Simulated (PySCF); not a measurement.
# C2H6AsGa: the cost of one run

Computed with PySCF 2.14.0, with density-fitted response routines of our own, on a single molecule in the gas phase. Atoms count from 0, in the outputs and in this text.

## Step 1: Starting geometry

10 atoms, charge 0, multiplicity 1; geometry from: GFN2-xTB. The atoms were then displaced at random by about 0.01 Å, so the start is not that level's minimum.

Bonds of the start (Å): C0–C1 1.24, C1–Ga2 1.96, Ga2–As3 2.74, C0–H4 1.03, Ga2–H5 1.55, Ga2–H6 1.57, As3–H7 1.49, As3–H8 1.52, As3–H9 1.52.

## Step 2: Relaxing the molecule at PBE0-D3(BJ)/def2-SVP

The job: settings as JSON, then the geometry in Å.

```
{"job": {"xc": "PBE0", "basis": "def2-SVP", "d3": "d3bj", "grid": 1, "shake": 0.01, "kind": "geom"}, "charge": 0, "multiplicity": 1}
C      2.639480    -1.076110    -0.572140
C      1.811660    -0.177790    -0.352770
Ga     0.571490     1.309230    -0.027170
As    -1.685760    -0.220550     0.274740
H      3.308390    -1.830380    -0.782810
H      0.085890     2.150200    -1.237570
H      0.545630     1.927770     1.411900
H     -1.923960    -1.574540    -0.306990
H     -2.181790    -0.696470     1.634530
H     -3.120610     0.167730    -0.062770
```

The run is started by

```bash
$ OMP_NUM_THREADS=1 python probes_run.py task.json out
```

One launch serves the whole session: the jobs run in the order shown.

**Question.** How long does this first job take on 1 thread of Arm Neoverse V2, shared host, and how much memory does it need?

About 1.7 min, with a peak of 0.51 GiB.
